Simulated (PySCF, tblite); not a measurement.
# C₄H₁₁NOSi: geometry, infrared bands and NMR shifts

What infrared bands and NMR shifts should C₄H₁₁NOSi (`[H]/N=C/CCO[SiH2]C`) show?

Programs: tblite 0.8.0 and PySCF 2.14.0, with density-fitted response routines of our own. Each step states its level of theory. These are calculated values for one molecule in the gas phase, unless marked as measured. Atoms count from 0, in the outputs and in this text.

## Step 1: The molecule as given

18 atoms, charge 0, multiplicity 1; geometry from: force field or distance geometry start.

Bonds of the start (Å): C0–Si1 1.83, Si1–O2 1.68, O2–C3 1.41, C3–C4 1.51, C4–C5 1.50, C5–N6 1.29, C0–H7 1.10, C0–H8 1.09, C0–H9 1.09, Si1–H10 1.49, Si1–H11 1.49, C3–H12 1.12, C3–H13 1.10, C4–H14 1.10, C4–H15 1.09, C5–H16 1.10, N6–H17 1.02.

## Step 2: Geometry optimisation with GFN2-xTB

The job: settings as JSON, then the geometry in Å.

```
{"job": {"kind": "relax", "xc": "GFN2-xTB", "basis": "xTB"}, "charge": 0, "multiplicity": 1}
C     -2.990600     0.970600    -0.877300
Si    -1.955800    -0.298800    -0.063100
O     -0.311400    -0.088100    -0.328000
C      0.593200    -1.016400     0.226500
C      2.005800    -0.645100    -0.175200
C      2.422300     0.596500     0.547800
N      3.361500     0.567800     1.437900
H     -4.054800     0.807700    -0.669800
H     -2.855700     0.956100    -1.960600
H     -2.754200     1.977200    -0.517400
H     -2.325700    -1.656500    -0.538400
H     -2.177200    -0.276600     1.413700
H      0.500700    -1.026200     1.339600
H      0.377500    -2.029900    -0.148800
H      2.050000    -0.419100    -1.253000
H      2.700200    -1.453800     0.065200
H      1.905200     1.541700     0.312300
H      3.500200     1.499400     1.830400
```

On the command line:

```console
> OMP_NUM_THREADS=1 python probes_run.py task.json out
```

One launch serves the whole session: the jobs run in the order shown.

**Question.** This job is followed by: GFN2-xTB harmonic vibrations, gas phase; GIAO PBE0/pcSseg-1 NMR shielding, non-relativistic, gas phase. Predict these results of the whole session: strongest single infrared mode (GFN2-xTB); zero-point energy (GFN2-xTB); 13C shifts against TMS (PBE0/pcSseg-1); 1H shifts against TMS (PBE0/pcSseg-1, means over atoms taken as alike); 29Si shifts against TMS (PBE0/pcSseg-1); 17O shifts against H2O (PBE0/pcSseg-1); 15N shifts against NH3 (PBE0/pcSseg-1); surface potential, 1st and 99th percentile.

The runs gave:

| quantity | value |
| --- | --- |
| strongest single infrared mode (GFN2-xTB) | 2184 cm⁻¹, 454 km/mol |
| zero-point energy (GFN2-xTB) | 89.7 kcal/mol |
| 13C shifts against TMS (PBE0/pcSseg-1) | 176.6, 66.3, 47.6, -2.6 ppm |
| 1H shifts against TMS (PBE0/pcSseg-1, means over atoms taken as alike) | 11.03, 8.68, 4.98, 4.06, 2.53, 0.26 ppm |
| 29Si shifts against TMS (PBE0/pcSseg-1) | -17.9 ppm |
| 17O shifts against H2O (PBE0/pcSseg-1) | 27.6 ppm |
| 15N shifts against NH3 (PBE0/pcSseg-1) | 361.7 ppm |
| surface potential, 1st and 99th percentile | -1.79 V and 1.27 V |

**Reading.** The optimisation took 85 steps and gained 0.276 eV; among the close pairs (by a distance rule), C0–Si1 changed most, from 1.829 to 1.888 Å. All 48 modes are real, so the xTB geometry is a minimum. The strongest single mode, at 2184 cm⁻¹, moves mainly H11 and H10. GFN2-xTB is a fitted tight-binding method: band positions and strengths are rough. Its intensities can rank the bands wrongly. At PBE0/pcSseg-1: The largest span, 660 ppm, is at N6, where the paramagnetic term is -407 ppm.
